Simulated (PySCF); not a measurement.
# Ir: excitation energies in aug-cc-pwCVDZ-PP with ECP60

Aim: the excitation energy of iridium from differences of total energies, at each level of theory, and how far each lands from the tabulated value where there is one.

Method: unrestricted determinants in a Gaussian basis, no spin-orbit coupling in the energies. Code: PySCF 2.14.0.

## Step 1: What is computed

```
Element                                   : iridium (Z = 77)
Basis                                     : aug-cc-pwCVDZ-PP with ECP60MDF
Hamiltonian                               : scalar relativity through the core potential
State 1                                   : Ir: [Xe] 4f14 5d6 6s2 7s1, high-spin 6D determinant (an excited configuration)
State 2                                   : Ir: [Xe] 4f14 5d8 6s1, high-spin 4F determinant (an excited configuration)
Needed too, but not shown                 : Ir [Xe] 4f14 5d7 6s2 (4F)
Methods                                   : CCSD(T)
Core shells frozen in the correlated runs : valence and next inner shell: nothing (for Ir)
```

The outer shells:

Ir [Xe] 4f14 5d6 6s2 7s1
```
[Xe] core
4f [↑↓][↑↓][↑↓][↑↓][↑↓][↑↓][↑↓]
5d [↑↓][↑ ][↑ ][↑ ][↑ ]
6s [↑↓]
7s [↑ ]
```

Ir [Xe] 4f14 5d8 6s1
```
[Xe] core
4f [↑↓][↑↓][↑↓][↑↓][↑↓][↑↓][↑↓]
5d [↑↓][↑↓][↑↓][↑ ][↑ ]
6s [↑ ]
```

One driver process ran all states and methods and kept the integrals in memory. Each run is shown as a PySCF script that sums up its settings (the driver passes frozen orbitals as a list and adds second-order terms of double hybrids); the logs are those of the runs themselves. The driver starts from symmetry-adapted Hartree-Fock orbitals, holds the occupation by maximum overlap and uses a logarithmic radial grid for functionals, so a plain start would take other cycles.

The integrals over 70 functions and the set-up took 0.84 s of CPU time.

## Step 2: Ir [Xe] 4f14 5d6 6s2 7s1, at CCSD(T) (valence and next inner shell)

**CCSD(T) (valence and next inner shell)**

Contents of input.py:

```python
from pyscf import gto, scf, dft, mp, cc
import basis_set_exchange as bse
txt = bse.get_basis("aug-cc-pwCVDZ-PP", elements=["Ir"], fmt="nwchem", header=False)
cut = txt.index("\nECP")
mol = gto.M(atom="Ir 0 0 0", charge=0, spin=5, symmetry="D2h",
            basis=gto.basis.parse(txt[:cut]),
            ecp={"Ir": gto.basis.parse_ecp(txt[cut:])})
mf = scf.UHF(mol)
mf.irrep_nelec = {'Ag': (5, 2), 'B1g': (1, 1), 'B2g': (1, 0), 'B3g': (1, 0), 'B1u': (1, 1), 'B2u': (1, 1), 'B3u': (1, 1)}
mf.kernel()
mycc = cc.CCSD(mf, frozen=0).run()
mycc.ccsd_t()
```

## Step 3: Ir [Xe] 4f14 5d8 6s1, at CCSD(T) (valence and next inner shell)

**CCSD(T) (valence and next inner shell)**

Contents of input.py:

```python
from pyscf import gto, scf, dft, mp, cc
import basis_set_exchange as bse
txt = bse.get_basis("aug-cc-pwCVDZ-PP", elements=["Ir"], fmt="nwchem", header=False)
cut = txt.index("\nECP")
mol = gto.M(atom="Ir 0 0 0", charge=0, spin=3, symmetry="D2h",
            basis=gto.basis.parse(txt[:cut]),
            ecp={"Ir": gto.basis.parse_ecp(txt[cut:])})
mf = scf.UHF(mol)
mf.irrep_nelec = {'Ag': (4, 1), 'B1g': (1, 1), 'B2g': (1, 1), 'B3g': (1, 1), 'B1u': (1, 1), 'B2u': (1, 1), 'B3u': (1, 1)}
mf.kernel()
mycc = cc.CCSD(mf, frozen=0).run()
mycc.ccsd_t()
```

**Question.** What will these runs give?

The runs gave:

```
                                     quantity                                                                        value
excitation energy, Ir → [Xe] 4f14 5d6 6s2 7s1                   UHF 6.971, CCSD(T) (valence and next inner shell) 7.921 eV
    excitation energy, Ir → [Xe] 4f14 5d8 6s1  UHF 0.225, CCSD(T) (valence and next inner shell) 0.410 eV; reference 0.138
```

Accuracy by level (over 1 difference):

| method | mean absolute miss against the measured value (with the measured fine structure taken into account where it is known) (eV) |
| --- | --- |
| UHF | 0.087 |
| MP2 (valence and next inner shell) | 0.182 |
| SCS-MP2 (valence and next inner shell) | 0.290 |
| CCSD (valence and next inner shell) | 0.262 |
| CCSD(T) (valence and next inner shell) | 0.272 |

In words: UHF lands nearest to the measured value (off by 0.09 eV); SCS-MP2 (valence and next inner shell) misses by most (0.29 eV). In a finite basis a lower level can come nearest by cancelling errors. The basis is finite, and no extrapolation was made.
